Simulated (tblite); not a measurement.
# H9O2PSi3: the cost of one run

Programs: tblite 0.8.0 and PySCF 2.14.0. All values are calculated, for the isolated system unless a continuum is named. Atoms count from 0, parts from 1.

### 1 Starting point

15 atoms, charge 0, multiplicity 1; geometry: distance geometry start.

### 2 Geometry optimisation with GFN2-xTB

Job settings and geometry (Å):

```
{"job": {"kind": "relax", "xc": "GFN2-xTB", "basis": "xTB"}, "charge": 0, "multiplicity": 1}
Si     0.329581    -1.050953     0.132048
O      0.966904     0.284204    -0.542490
Si     2.306658     1.270836    -0.343670
O      1.087049    -2.376725    -0.488389
P     -1.777246    -1.234999    -0.538570
Si    -2.503569     0.389210     0.744222
H      0.464597    -1.044748     1.585459
H      2.202817     2.408780    -1.316604
H      2.349544     1.801395     1.016345
H      3.522211     0.523707    -0.613813
H      0.756206    -2.682802    -1.350685
H     -1.643010    -0.496985    -1.748367
H     -2.405318    -0.029779     2.157701
H     -1.701441     1.632193     0.519823
H     -3.934983     0.640400     0.376712
```

With the program's defaults for keys left out, this is: GFN2-xTB geometry optimisation, gas phase.

Started as:

```console
$ OMP_NUM_THREADS=1 python cluster_run.py task.json out
```

The driver reads the jobs from task.json and runs them one after another.

Q: Estimate the wall time of this first job on 1 thread of Arm Neoverse V2, shared host.

About 4.3 s.
